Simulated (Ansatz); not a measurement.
# C2H6MgN radical: basis-set convergence

An exercise on one series of results from a longer session: the logs are not shown, and one member is left open.

Method: one geometry, several basis sets; program: Ansatz 0.2.0, Gaussian basis.

Plan: PBE0-D4/def2-SVP; ωB97M-V/def2-SVP; PBE0-D4/def2-QZVPP; ωB97M-V/def2-QZVPP; the functionals' def2-TZVPP values are taken from earlier runs.

### The relaxed structure

An earlier PBE0-D4 in a triple-zeta def2 set relaxation fixed the geometry.

SMILES `C[N](C)[Mg]`, 10 atoms, charge 0, spin multiplicity 2.

Atoms are counted from 1 here; the program's logs count them from 0.

Bond lengths: C1–N2 1.437 Å, C1–H5 1.104 Å, C1–H6 1.097 Å, C1–H7 1.104 Å, N2–C3 1.437 Å, N2–Mg4 1.913 Å, C3–H8 1.097 Å, C3–H9 1.104 Å, C3–H10 1.104 Å. Angles: N2–C1–H5 112.5°, N2–C1–H6 111.4°, N2–C1–H7 112.4°, H5–C1–H6 106.9°, H5–C1–H7 106.4°, H6–C1–H7 106.9°, C1–N2–C3 111.0°, C1–N2–Mg4 124.5°, C3–N2–Mg4 124.5°, N2–C3–H8 111.4°, N2–C3–H9 112.4°, N2–C3–H10 112.5°, H8–C3–H9 106.9°, H8–C3–H10 106.9°, H9–C3–H10 106.4°.

The first run:

in.yaml

```yaml
crystal:
  periodic: [false, false, false]
  atoms:
    - {symbol: C, position_ang: [-0.423915, 1.110110, -0.128382]}
    - {symbol: N, position_ang: [-0.433048, -0.320711, -0.257221]}
    - {symbol: C, position_ang: [0.753749, -0.896187, 0.312235]}
    - {symbol: Mg, position_ang: [-1.837645, -1.325913, -1.079504]}
    - {symbol: H, position_ang: [0.438794, 1.574070, -0.638249]}
    - {symbol: H, position_ang: [-1.327179, 1.557054, -0.560623]}
    - {symbol: H, position_ang: [-0.376413, 1.438373, 0.924929]}
    - {symbol: H, position_ang: [0.754114, -1.988718, 0.218113]}
    - {symbol: H, position_ang: [0.859469, -0.667069, 1.387319]}
    - {symbol: H, position_ang: [1.675074, -0.532111, -0.175717]}
basis:
  gaussian: {orbitals: def2-SVP}
magnetization: {spin_polarized: true, initial_magnetization: 1}
hamiltonian: {xc: pbe0, dispersion: d4}
output: {orbitals: {seedname: orbitals}}
```

Steps of the session up to this table: PBE0-D4 in def2-SVP; ωB97M-V in def2-SVP; PBE0-D4 in def2-QZVPP; ωB97M-V in def2-QZVPP.

One table of the session follows, with a row left open; its other results are not shown here.

It belongs to the step «Functionals by basis». 

| functional | basis | HOMO (eV) | LUMO (eV) |
| --- | --- | --- | --- |
| PBE0-D4 | def2-SVP | -5.17 | -2.29 |
| PBE0-D4 | def2-TZVPP | -5.22 | -2.33 |
| PBE0-D4 | def2-QZVPP | -5.21 | -2.31 |
| ωB97M-V | def2-SVP | -6.70 | -0.90 |
| ωB97M-V | def2-TZVPP | ? | ? |
| ωB97M-V | def2-QZVPP | -6.74 | -0.86 |

Estimate the missing values for ωB97M-V, def2-TZVPP.

**Answer.** HOMO (eV): -6.73; LUMO (eV): -0.89. In the column «HOMO (eV)» it lies between ωB97M-V, def2-QZVPP (-6.74) and ωB97M-V, def2-SVP (-6.70).
